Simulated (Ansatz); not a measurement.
# MoS2 (P-3m1): convergence test of the plane-wave cutoff

Aim: a convergence test of the plane-wave cutoff, for MoS2 (P-3m1), run from a script.

Computed with the Python package of Ansatz 0.2.0. Level of theory: DFT r2SCAN, plane waves, PAW.

## 1. The system

The structure is trigonal, space group P-3m1 (No. 164). Conventional cell: a = 3.227 Å, b = 3.227 Å, c = 6.312 Å, α = 90.00°, β = 90.00°, γ = 120.00°. Mo (site symmetry -3m) is surrounded by 6 S at 2.42 Å. Around S (site symmetry 3m) lie 3 Mo at 2.42 Å.

No structure file is read: the coordinates are typed or built in the script.

## 2. The script

Contents of ecut.py:

```python
"""Cutoff test for MoS2."""

import ansatz as az
import pandas as pd


def main() -> None:
    system = (
        az.Lattice.from_parameters(3.227465, 3.227465, 6.312473, alpha=90.0, beta=90.0, gamma=120.0)
        .atom("Mo", [0.0, 0.0, 0.5])
        .atom("S", [1 / 3, 2 / 3, 0.255319])
        .atom("S", [2 / 3, 1 / 3, 0.744681])
    )

    setup = (
        system.calculation()
        .functional(az.Functional.R2SCAN)
        .kpoints(spacing=0.24)  # sampling of the Brillouin zone
        .occupations("Fermi-Dirac", width=0.1)
    )

    rows = []
    for value in [300, 400, 500, 600]:
        rep = setup.basis(value).run().report
        rows.append((value, rep["free_energy_ev"] / len(rep["lattice"]["sites"]), rep["n_iterations"], rep["n_pw"]))

    table = pd.DataFrame(rows, columns=["cutoff (eV)", "F/atom (eV)", "iterations", "plane waves"])
    print(table.round(5).to_string(index=False))

    # the last row is the reference
    for row in rows[:-1]:
        shift = 1000 * (row[1] - rows[-1][1])
        print(f"{row[0]}: {shift:+.2f} meV/atom" + ("  (within 5 meV)" if abs(shift) < 5 else ""))


if __name__ == "__main__":
    main()
```

## 3. What the engine is handed

The package turns the script's settings into the engine's input (first run):

```yaml
crystal:
  lattice:
    a: 3.227465
    b: 3.227465
    c: 6.312473
    alpha: 90.0
    beta: 90.0
    gamma: 120.0
  atoms:
    - { symbol: Mo, position: [0.0, 0.0, 0.5] }
    - { symbol: S, position: [0.3333333333333333, 0.6666666666666666, 0.255319] }
    - { symbol: S, position: [0.6666666666666666, 0.3333333333333333, 0.744681] }
basis:
  ecutwfc: 300.0
kpoints:
  mp_grid:
    kspacing: 0.24
hamiltonian:
  xc: r2scan
scf:
  occupations:
    method: fermi_dirac
    width: 0.1
```

## 4. Launch

The run is started by

```sh
$ python ecut.py
```

The log of the run:

```text
DeckWarning: basis.ecutwfc = 300 eV is below the records' recommended 500 eV, and the density's cutoff is lower with it unless basis.ecutrho_ratio is high enough to keep the records' density cutoff: compare with a run at a higher cutoff
DeckWarning: basis.ecutwfc = 400 eV is below the records' recommended 500 eV, and the density's cutoff is lower with it unless basis.ecutrho_ratio is high enough to keep the records' density cutoff: compare with a run at a higher cutoff
 cutoff (eV)  F/atom (eV)  iterations  plane waves
         300  -2260.39923           7          671
         400  -2260.43074           7         1041
         500  -2260.43224           7         1445
         600  -2260.43316           7         1897
300: +33.93 meV/atom
400: +2.42 meV/atom  (within 5 meV)
500: +0.92 meV/atom  (within 5 meV)
```

(Warnings from the package without file and line.)

Wall time 22 s (1 thread of Arm Neoverse V2, shared host); peak memory 0.6 GiB.

## 5. What changed from run to run

The engine's inputs for the other runs:

Run 2, against run 1:

```diff
@@ -14 +14 @@
-  ecutwfc: 300.0
+  ecutwfc: 400.0
```

Run 3, against run 1:

```diff
@@ -14 +14 @@
-  ecutwfc: 300.0
+  ecutwfc: 500.0
```

Run 4, against run 1:

```diff
@@ -14 +14 @@
-  ecutwfc: 300.0
+  ecutwfc: 600.0
```

## 6. The runs side by side

From the records of these 4 runs:

```tsv
run	cutoff (eV)	energy from run 4 (meV/atom)	SCF cycles	CPU time (s)
1	300	33.93	7	2.8
2	400	2.42	7	4.4
3	500	0.92	7	5.8
4	600	0.00	7	8
```

Energies are free energies F = E - TS of the smeared occupations. 

## 7. Outcome

```
                              quantity           value
                         runs compared               4
       last run but one, from the last  +0.92 meV/atom
within 5 meV/atom of the last run from             400
```

In words: Runs 1, 2: each has a cutoff under the recommended one, so what rests on them isn't a property of the system. From 400 eV on it stays within 5 meV an atom of the value at 600 eV; the first row (300 eV) is off by 33.9 meV and the last but one by 0.92 meV. The energy falls steadily, as expected when plane waves are added. The last run costs about 2.9 times the first. Caveats:
- The run is spin-unpolarised.
- This cell is a computed structure, which may not be the phase found in nature.
- Shifts are counted from the last row, which is itself no proven limit.
